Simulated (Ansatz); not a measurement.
Working through a ladder of methods at one geometry of FH4NSiTe, SMILES N[SiH](F)[TeH]

Program: Ansatz 0.2.0, Python API.

Input file `fh4nsite.xyz`:
```text
8

N    -0.12490    1.57430   -0.24550
Si    0.49490   -0.02140   -0.00080
F     1.35870   -0.47790   -1.36800
Te   -1.28440   -1.62220    0.35250
H    -0.82670    1.54470   -1.08540
H    -0.75400    1.85720    0.58070
H     1.39900   -0.00730    1.18670
H    -0.17030   -2.90440    0.52400
```

Notebook, run cell by cell (the value of a cell's last expression is shown):

In [1]:
```python
import ansatz as az
```

In [2]:
```python
geometry = az.Crystal.molecule_from_extxyz("fh4nsite.xyz")
```

In [3]:
```python
job = geometry.calculation().basis(gaussian="def2-SVP")

methods = ["mp2", "ccsd", "ccsd_t"]
batch = az.Session.batch([job.correlation(m).input() for m in methods])
reports = sorted(batch.plan().execute().molecular_reports, key=lambda each: each["member"])
print(f"Hartree-Fock reference {reports[0]['reference_energy_ev'] / 27.211386246:.6f} Ha")
best = reports[-1]["free_energy_ev"] - reports[-1]["reference_energy_ev"]
for method, each in zip(methods, reports):
    gained = each["free_energy_ev"] - each["reference_energy_ev"]
    print(f"{method:8s} total {each['free_energy_ev'] / 27.211386246:.6f} Ha  correlation {gained:9.4f} eV  ({100 * gained / best:.1f} % of the last)")
```
```text
Hartree-Fock reference -712.012033 Ha
mp2      total -712.590837 Ha  correlation  -15.7501 eV  (92.0 % of the last)
ccsd     total -712.626209 Ha  correlation  -16.7126 eV  (97.6 % of the last)
ccsd_t   total -712.641026 Ha  correlation  -17.1157 eV  (100.0 % of the last)
```

Total energies depend on the basis set; only differences at equal settings carry meaning. The geometry is a force-field or estimated start, not a minimum of this method, and the basis set is short of its limit. A lower total doesn't mark the better method: functionals have no common bound, and MP2 and coupled cluster aren't variational. def2 sets replace the cores of elements past krypton by effective core potentials. Inner cores stay frozen; a filled d shell under the valence of the heavier atoms is correlated with it.
